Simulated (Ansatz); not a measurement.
# YMo3: the cost of one run

Program: Ansatz 0.2.0. Level of theory: DFT PBE, scalar-relativistic, plane waves, PAW. These are calculated values, not measurements.

### 1 The starting structure

The structure is hexagonal, space group P6_3/mmc (No. 194). The conventional cell has a = 5.915 Å, b = 5.915 Å, c = 4.747 Å, α = 90.00°, β = 90.00°, γ = 120.00°. Around Y (site symmetry -6m2) lie 12 Mo at 2.92 to 2.96 Å. Around Mo (site symmetry mm2) lie 4 Y at 2.92 to 2.96 Å and 8 Mo at 2.93 to 2.96 Å.

As a file:

```cif
data_structure
_symmetry_space_group_name_H-M 'P6_3/mmc'
_symmetry_Int_Tables_number 194
_cell_length_a 5.9146
_cell_length_b 5.9146
_cell_length_c 4.7473
_cell_angle_alpha 90.000
_cell_angle_beta 90.000
_cell_angle_gamma 120.000
_cell_volume 143.82
loop_
_atom_site_label
_atom_site_type_symbol
_atom_site_symmetry_multiplicity
_atom_site_Wyckoff_symbol
_atom_site_fract_x
_atom_site_fract_y
_atom_site_fract_z
_atom_site_occupancy
Y1 Y 2 c 0.33333 0.66667 0.25000 1
Mo1 Mo 6 h 0.83300 0.66600 0.25000 1
```

(A quick probe on a coarse mesh, which set the mesh and smearing, is not shown.)

### 3 Coarse relaxation

input.yaml

```yaml
crystal:
  lattice:
    - [5.9145582896, 0.0, 0.0]
    - [-2.9572791448, 5.1221577309, 0.0]
    - [0.0, 0.0, 4.7473455983]
  atoms:
    - { symbol: "Y", position: [0.3333333333, 0.6666666667, 0.25] }
    - { symbol: "Y", position: [0.6666666667, 0.3333333333, 0.75] }
    - { symbol: Mo, position: [0.833, 0.666, 0.25] }
    - { symbol: Mo, position: [0.167, 0.833, 0.75] }
    - { symbol: Mo, position: [0.334, 0.167, 0.25] }
    - { symbol: Mo, position: [0.167, 0.334, 0.75] }
    - { symbol: Mo, position: [0.833, 0.167, 0.25] }
    - { symbol: Mo, position: [0.666, 0.833, 0.75] }
basis:
  ecutwfc: 420
kpoints:
  mp_grid: { grid: [3, 3, 4] }
hamiltonian:
  xc: pbe
scf:
  occupations: { method: gaussian, width: 0.1 }
  lower_state_search: "off"
output:
  forces: true
  stress: true
  eigenvalues: true
relax:
  adjacent_minimum: "off"
  f_tol: 0.04
  max_steps: 70
  cell: { stress_tol: 0.4 }
```

On the command line:

```
> ansatz run input.yaml --threads 1 --pin off --max-ram 2560MiB --backend cpu --events-out ev --progress --plain --runs-dir out
```

What time and memory should one allow on 1 thread of Arm Neoverse V2, shared host?

About 58 s, with a peak of 0.44 GiB.
